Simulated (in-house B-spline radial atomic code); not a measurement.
**In²⁺: ionisation energy by several methods**

One table from this session's results is given with a row withheld; the runs are named, their logs left out.

The numbers are computed with in-house B-spline radial atomic code version 1 (scalar-relativistic (X2C), several functionals, spin-polarised; spherical all-electron atom at the radial basis limit), except any that are marked as measured or tabulated.

**Starting point**

- element: indium (Z = 49)
- charge: +2
- electrons: 47
- configuration: [Kr] 4d10 5s1
- nucleus: Fermi, rms radius 4.616 fm

Outer shells as boxes (Hund's rule):

[Kr] 4d10 5s1
```
[Kr] core
4d [↑↓][↑↓][↑↓][↑↓][↑↓]
5s [↑ ]
```

Where spins are not typed, each open shell is filled with up spins first.

Set-up of the first run:

Settings, as recorded:

```ini
Z = 49
electrons = 47.0
configuration = [Kr] 4d10 5s1
hamiltonian = x2c
method = pw91,pw91
spin_polarised = True
nucleus = fermi
rms_radius = 4.6156
mass_number = 115
atomic_mass = 114.903878772
speed_of_light = 137.035999084
```

Steps of the session up to this table: PW91, a GGA; M06-L, a meta-GGA; AM05, a GGA; OLYP, a GGA; LC-ωPBE, a range-separated hybrid; LDA (VWN5).

One table of the session follows, with a row left open; its other results are not shown here.

```
    method  ΔSCF (eV)
LDA (VWN5)     28.967
      PW91     28.664
      AM05     28.515
      OLYP          ?
     M06-L     27.358
   LC-ωPBE     28.011
```

**Question.** Estimate the row for OLYP.

As computed: ΔSCF (eV): 28.242. In the column «ΔSCF (eV)» it lies between LC-ωPBE (28.011) and AM05 (28.515).
